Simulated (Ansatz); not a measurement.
Working through a displacement scan with seeded SCF runs of CdAu, space group Pm-3m

Computed with Ansatz 0.2.0 through its Python package.

Interactive session:
```pycon
>>> import warnings
>>> import ansatz as az
>>> import numpy as np
>>> warnings.simplefilter('ignore', az.DeckWarning)
>>> system = (
...     az.Lattice.of((3.32, 0.0, 0.0), (0.0, 3.32, 0.0), (0.0, 0.0, 3.32))
...     .atom('Cd', (0.5, 0.5, 0.5))
...     .atom('Au', (0.0, 0.0, 0.0))
... )
>>> system.resolved().sites[-1]
Site(symbol='Au', position=(0.0, 0.0, 0.0), moment=None, axis=None, held=None, saved=None)
>>> start = np.array(system.resolved().sites[0].position)
>>> previous, rows = None, []
>>> for step in range(5):
...     target = start + step * 0.015 * np.eye(3)[1]
...     model = system.move(0, to=target).calculation()
...     model = model.kpoints(5, 5, 5)
...     model = model.occupations('fermi_dirac')
...     model = model.functional(az.Functional.R2SCAN)
...     model = model.basis(19 * az.Ha)
...     model = model.forces()
...     session = model.session()
...     if previous is not None:
...         session.seed_next_step(previous)
...     previous = session.plan(retain='density').execute()
...     r = previous.report
...     shift = float(np.linalg.norm((target - start) @ np.array(r['lattice']['cell_ang'])))
...     rows.append((step, shift, r['lagrangian_ev'], float(np.linalg.norm(r['forces_ev_ang'][0])), r['n_iterations'], r['n_symmetry_ops']))
...
True
True
True
True
>>> rows = [(row[0], row[1], 1000 * (row[2] - rows[0][2]), *row[3:]) for row in rows]
>>> print('          step         moved A          dE meV  force on it eV/A      iterations  symmetry operations')
          step         moved A          dE meV  force on it eV/A      iterations  symmetry operations
>>> for row in rows:
...     print(f'{str(row[0]):>14s}  {row[1]:14.4f}  {row[2]:14.3f}  {row[3]:16.4f}  {row[4]:14d}  {row[5]:19d}')
...
             0          0.0000           0.000            0.0000               7                   48
             1          0.0498           5.098            0.2049               7                    8
             2          0.0996          20.391            0.4096               7                    8
             3          0.1494          45.877            0.6142               7                    8
             4          0.1992          81.546            0.8185               7                    8
```

Reading the output:
- The mesh is modest for a metal, so energies can be off by several to tens of meV an atom and pressures by half a GPa or more; differences at equal mesh fare better.
- This is a high-temperature or high-pressure form, not the ambient phase.
- Spin-orbit coupling, which matters for elements this heavy, is left out.
- The starting cell is as deposited in a crystallographic database; the results hold for this polymorph, which needn't be the stable one.
- The first step keeps the crystal's symmetry; the moved atom lowers it.
- It ran for 22 s on 1 thread of Arm Neoverse V1 (shared host), peak memory 0.44 GiB.

(Lines on the test bed's own set-up are left out of the output.)
